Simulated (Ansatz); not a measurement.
Task: a geometry optimisation of Cl3GeH3Si, SMILES [Cl][GeH2][SiH](Cl)Cl, with Ansatz 0.2.0 through its Python package. Give the script and its output. Use: B3LYP, def2-SVP basis, multiplicity 1, D4 dispersion.

Input file `cl3geh3si.xyz`:
```text
8

Cl   -1.86900   -1.40010    1.46760
Ge   -1.17020    0.15630    0.10220
Si    1.06010   -0.18300   -0.26440
Cl    2.17890   -0.07110    1.57570
Cl    1.82930    1.28470   -1.55800
H    -1.91950    0.08500   -1.25000
H    -1.35350    1.56460    0.72960
H     1.33620   -1.49350   -0.85840
```

`cl3geh3si.py`
```python
"""Relax the Cl3GeH3Si molecule."""

import itertools

import ansatz as az
from ase.data import atomic_numbers, covalent_radii
import numpy as np

BASIS = "def2-SVP"
XC = "B3LYP"
DISPERSION = "d4"

molecule = az.Crystal.molecule_from_extxyz("cl3geh3si.xyz")

setup = (
    molecule.calculation()
    .basis(gaussian=BASIS)
    .functional(XC, dispersion=DISPERSION)
)
symbols = [site.symbol for site in molecule.cartesian_sites]
start = np.array([site.position_ang for site in molecule.cartesian_sites], dtype=float)
data = setup.relax(force_tolerance=0.01).run(threads=1, backend="cpu").report
end = np.array(data["positions_ang"])

for key in ("converged", "free_energy_ev", "reference_energy_ev", "n_frozen", "n_occupied", "n_virtual"):
    print(f"{key:22s} {data[key]}")

# pairs closer than 1.2 times the sum of covalent radii, before or after
radius = [covalent_radii[atomic_numbers[s]] for s in symbols]
span = lambda where, i, j: np.linalg.norm(where[i] - where[j])
bonded = [(i, j) for i, j in itertools.combinations(range(len(symbols)), 2) if min(span(start, i, j), span(end, i, j)) < 1.2 * (radius[i] + radius[j])]
print("pair        before    after (A)")
for i, j in bonded:
    print(f"{symbols[i]}{i}-{symbols[j]}{j}".ljust(10), f"{span(start, i, j):8.4f} {span(end, i, j):8.4f}")
for first, second in list(itertools.combinations(bonded, 2)):
    shared = set(first) & set(second)
    if shared and symbols[(j := shared.pop())] != "H":
        i, k = sorted((set(first) | set(second)) - {j})
        u, v = end[i] - end[j], end[k] - end[j]
        angle = np.degrees(np.arccos(np.clip(u @ v / np.linalg.norm(u) / np.linalg.norm(v), -1, 1)))
        print(f"final angle {symbols[i]}{i}-{symbols[j]}{j}-{symbols[k]}{k}: {angle:.2f} deg")
```

Output of `python cl3geh3si.py`:
```text
converged              True
free_energy_ev         -101998.46641019433
reference_energy_ev    -101997.98284351622
n_frozen               0
n_occupied             [50, 50]
n_virtual              [69, 69]
pair        before    after (A)
Cl0-Ge1      2.1852   2.1890
Ge1-Si2      2.2856   2.3882
Ge1-H5       1.5476   1.5412
Ge1-H6       1.5526   1.5397
Si2-Cl3      2.1564   2.0713
Si2-Cl4      2.1022   2.0788
Si2-H7       1.4651   1.4830
final angle Cl0-Ge1-Si2: 105.48 deg
final angle Cl0-Ge1-H5: 107.42 deg
final angle Cl0-Ge1-H6: 107.89 deg
final angle Si2-Ge1-H5: 113.00 deg
final angle Si2-Ge1-H6: 111.70 deg
final angle Ge1-Si2-Cl3: 108.32 deg
final angle Ge1-Si2-Cl4: 107.38 deg
final angle Ge1-Si2-H7: 114.18 deg
final angle H5-Ge1-H6: 110.98 deg
final angle Cl3-Si2-Cl4: 109.96 deg
final angle Cl3-Si2-H7: 108.48 deg
final angle Cl4-Si2-H7: 108.48 deg
```

Total energies depend on the basis set; only differences at equal settings carry meaning. The end point is the stationary point reached from this start; no frequency run checks that it is a minimum, and the basis set is modest. Total less reference energy is the dispersion correction. b3lyp holds the VWN-RPA fit, as in Gaussian; the form of ORCA and Turbomole is b3lyp5. Hardware and time: 53 s on 1 thread of Arm Neoverse V1 (shared host), peak memory 0.42 GiB.
